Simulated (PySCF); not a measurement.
# CH2ClF3Si: the cost of one run

Programs: PySCF 2.14.0, with density-fitted response routines of our own. Each step states its level of theory. These are calculated values for one molecule in the gas phase, unless marked as measured. Atoms are numbered from 0 throughout.

## Step 1: Starting geometry

8 atoms, charge 0, multiplicity 1; geometry from: PBE0-D3(BJ)/def2-SVP.

Bonds of the start (Å): F0–C1 1.34, C1–F2 1.34, C1–F3 1.34, C1–Si4 1.93, Si4–Cl5 2.05, Si4–H6 1.48, Si4–H7 1.48.

## Step 2: Excited states and response: PBE0/def2-TZVP

The job: settings as JSON, then the geometry in Å.

```
{"job": {"kind": "uv", "xc": "PBE0", "basis": "def2-TZVP"}, "charge": 0, "multiplicity": 1}
F      1.369473     0.039267    -1.354955
C      0.974716    -0.119022    -0.087184
F      1.623110     0.783078     0.656259
F      1.378694    -1.337021     0.311559
Si    -0.940892     0.002511     0.115230
Cl    -1.543102     1.859491    -0.517181
H     -1.552223    -1.055048    -0.727621
H     -1.248572    -0.168748     1.557046
```

With the program's defaults for keys left out, this is: TDDFT PBE0/def2-TZVP, vertical, gas phase, core orbitals frozen in the response.

On the command line:

```console
OMP_NUM_THREADS=1 python probes_run.py task.json out
```

One launch serves the whole session: the jobs run in the order shown.

**Question.** How long does this first job take on 1 thread of Arm Neoverse V1, shared host, and how much memory does it need?

About 29 s, with a peak of 0.85 GiB.
